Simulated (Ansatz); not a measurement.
# VRe: how the settings move a single-point run

Aim: see which settings change the result for VRe, by how much, and at what cost.

Computed with Ansatz 0.2.0 (reference: DFT, r2SCAN, PAW with Ansatz's default frozen-core files, scalar-relativistic, unless a step's input says otherwise).

3 further runs of the same task are left out: 3 that didn't finish.

### 1 The starting structure

The structure is monoclinic, space group Cm (No. 8). Conventional cell: a = 3.030 Å, b = 4.373 Å, c = 4.231 Å, α = 90.00°, β = 90.00°, γ = 90.00°. Around V (site symmetry m) lie 1 Re at 1.98 Å. Re (site symmetry m) has 1 V at 1.98 Å as nearest neighbours.

Structure file:

```xyz
2
Lattice="1.5148 -2.1867 0.0000 1.5148 2.1867 0.0000 0.0000 0.0000 4.2306" Properties=species:S:1:pos:R:3 pbc="T T T"
V     1.3331    0.0000    1.8615
Re    0.1818    0.0000    0.2538
```

### 2 The reference run

input.yaml reads:

```yaml
crystal:
  lattice:
    - [1.51484665, -2.1866679986, 0.0]
    - [1.51484665, 2.1866679986, 0.0]
    - [0.0, 0.0, 4.2305703037]
  atoms:
    - { symbol: V, position: [0.44, 0.44, 0.44] }
    - { symbol: Re, position: [0.06, 0.06, 0.06] }
kpoints:
  mp_grid: { grid: [12, 12, 7] }
scf:
  occupations: { method: fermi_dirac, width: 0.05 }
hamiltonian:
  xc: r2scan
  pseudopotentials: { kind: paw }
output:
  forces: true
  stress: true
  eigenvalues: true
  efg: { contact_densities: true }
  populations: true
```

Command:

```bash
$ ansatz run input.yaml --threads 1 --pin off --max-ram 2048MiB --backend cpu --events-out ev --progress --plain --runs-dir out
```

### 3 Changed: occupations.method methfessel_paxton, occupations.width 0.025

Edit input.yaml of step 2 so:

```diff
@@ -11,3 +11,3 @@
 scf:
-  occupations: { method: fermi_dirac, width: 0.05 }
+  occupations: { method: methfessel_paxton, width: 0.025 }
 hamiltonian:
```

### 4 Variant: eigensolver.kind davidson

Edit input.yaml of step 2 so:

```diff
@@ -12,2 +12,3 @@
   occupations: { method: fermi_dirac, width: 0.05 }
+  eigensolver: { kind: davidson }
 hamiltonian:
```

Before running it: what results should come out? Wanted: for each run, ending; energy change; pressure; gap; force.

As calculated:

```
                                                             run     ending       energy change  pressure (GPa)  gap (eV)  force (eV/Å)  cycles  time
                                                       reference  converged                   0            46.7      0.00          9.99       9  39 s
1: occupations.method methfessel_paxton, occupations.width 0.025  converged  0.0 meV/atom (σ→0)            46.7      0.00          9.98       9  38 s
                                    2: eigensolver.kind davidson  converged        0.0 meV/atom            46.7      0.00          9.99       9  48 s
```

Residual by cycle in the longest SCF loop of each run; runs are numbered as in the table. The quantity is the density residual dr2, in eV.

```
cycle  reference    run 1    run 2
    1       0.93    0.918    0.929
    2      0.484    0.468    0.482
    3    0.00625  0.00659  0.00658
    4     0.0019  0.00177  0.00151
    5     7.3e-5   9.2e-5   4.7e-5
    6     2.9e-5   2.7e-5   1.6e-5
    7     2.1e-6   1.4e-6   2.2e-6
    8     1.6e-7   1.2e-7   4.2e-7
    9     6.8e-9   3.1e-9   1.4e-8
```

Of the converged runs whose energies compare with the reference's, none moves it noticeably. The structure is not at rest: the sound run finds 47 GPa, so these are no properties of the relaxed crystal. 
